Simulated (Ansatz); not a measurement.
**C₈H₇F₃O₂: geometry**

The task, for C₈H₇F₃O₂: geometry.

Program: Ansatz 0.2.0. Level of theory: the levels named in each step. These are calculated values, not measurements.

### 1 The structure to begin with

Bond lengths (14 of 19 bonds, heavy atoms first): O2–C3 1.205 Å, C3–C4 1.464 Å, C4–C5 1.396 Å, C5–C6 1.382 Å, C6–C7 1.386 Å, C7–C8 1.387 Å, C4–C9 1.399 Å, C8–C9 1.379 Å, C3–C10 1.561 Å, C10–F11 1.342 Å, C10–F12 1.347 Å, C10–F13 1.335 Å, O1–H14 0.961 Å, O1–H15 0.961 Å. Angles (14 of 28 angles, heavy atoms first): O2–C3–C4 125.5°, O2–C3–C10 117.4°, C4–C3–C10 116.9°, C3–C4–C5 123.8°, C3–C4–C9 116.8°, C5–C4–C9 119.4°, C4–C5–C6 119.7°, C5–C6–C7 120.5°, C6–C7–C8 120.2°, C7–C8–C9 119.8°, C4–C9–C8 120.4°, C3–C10–F11 115.3°, C3–C10–F12 110.6°, C3–C10–F13 110.8°.

Coordinates:

```xyz
20

O    -2.1170    0.1596    1.3865
O    -1.0864    1.5936   -0.8503
C    -0.3436    0.8245   -0.2940
C    -0.0834   -0.5552   -0.7073
C     0.9067   -1.3611   -0.1415
C     1.0898   -2.6496   -0.6074
C     0.2977   -3.1465   -1.6306
C    -0.6857   -2.3507   -2.1999
C    -0.8754   -1.0635   -1.7430
C     0.5084    1.3787    0.8902
F     0.5100    0.6223    1.9993
F     1.7968    1.5158    0.5234
F     0.0772    2.5866    1.2601
H    -1.9794    0.1557    2.3377
H    -2.7248    0.8771    1.1881
H     1.5422   -0.9974    0.6491
H     1.8556   -3.2709   -0.1682
H     0.4476   -4.1549   -1.9860
H    -1.2991   -2.7367   -3.0002
H    -1.6343   -0.4244   -2.1675
```

### 2 A rough first relaxation, PBE-D4/def2-SVP

Input file input.yaml:

```yaml
crystal:
  periodic: [false, false, false]
  atoms:
    - { symbol: O, position_ang: [-2.11702, 0.15962, 1.38648] }
    - { symbol: O, position_ang: [-1.08639, 1.59364, -0.85034] }
    - { symbol: C, position_ang: [-0.34363, 0.82452, -0.29402] }
    - { symbol: C, position_ang: [-0.08342, -0.55523, -0.70732] }
    - { symbol: C, position_ang: [0.90667, -1.36112, -0.14149] }
    - { symbol: C, position_ang: [1.08982, -2.64965, -0.6074] }
    - { symbol: C, position_ang: [0.29772, -3.14647, -1.63065] }
    - { symbol: C, position_ang: [-0.68572, -2.35068, -2.19987] }
    - { symbol: C, position_ang: [-0.87542, -1.06354, -1.743] }
    - { symbol: C, position_ang: [0.50843, 1.37867, 0.89016] }
    - { symbol: F, position_ang: [0.51002, 0.62232, 1.99926] }
    - { symbol: F, position_ang: [1.79684, 1.5158, 0.5234] }
    - { symbol: F, position_ang: [0.07716, 2.58658, 1.26008] }
    - { symbol: H, position_ang: [-1.97938, 0.15568, 2.33771] }
    - { symbol: H, position_ang: [-2.72477, 0.87714, 1.18806] }
    - { symbol: H, position_ang: [1.54223, -0.99736, 0.64911] }
    - { symbol: H, position_ang: [1.85556, -3.27087, -0.16817] }
    - { symbol: H, position_ang: [0.44765, -4.1549, -1.986] }
    - { symbol: H, position_ang: [-1.2991, -2.73675, -3.00023] }
    - { symbol: H, position_ang: [-1.63427, -0.42444, -2.16755] }
basis:
  gaussian: { orbitals: def2-SVP }
hamiltonian:
  xc: pbe
  dispersion: d4
relax:
  f_tol: 0.03
  max_steps: 200
```

Run with:

```
$ ansatz run input.yaml --threads 8 --pin off --max-ram 22528MiB --backend cpu --events-out ev --progress --plain --runs-dir out
```

Further steps of the session: Relaxation, PBE0-D4/def2-TZVP.

**Question.** What will these runs give? Wanted: O2–C3 at PBE0-D4/def2-TZVP; C3–C4 at PBE0-D4/def2-TZVP; C3–C10 at PBE0-D4/def2-TZVP.

As calculated:

```
                   quantity    value
 O2–C3 at PBE0-D4/def2-TZVP  1.205 Å
 C3–C4 at PBE0-D4/def2-TZVP  1.472 Å
C3–C10 at PBE0-D4/def2-TZVP  1.553 Å
```

In words: The table above holds the result.
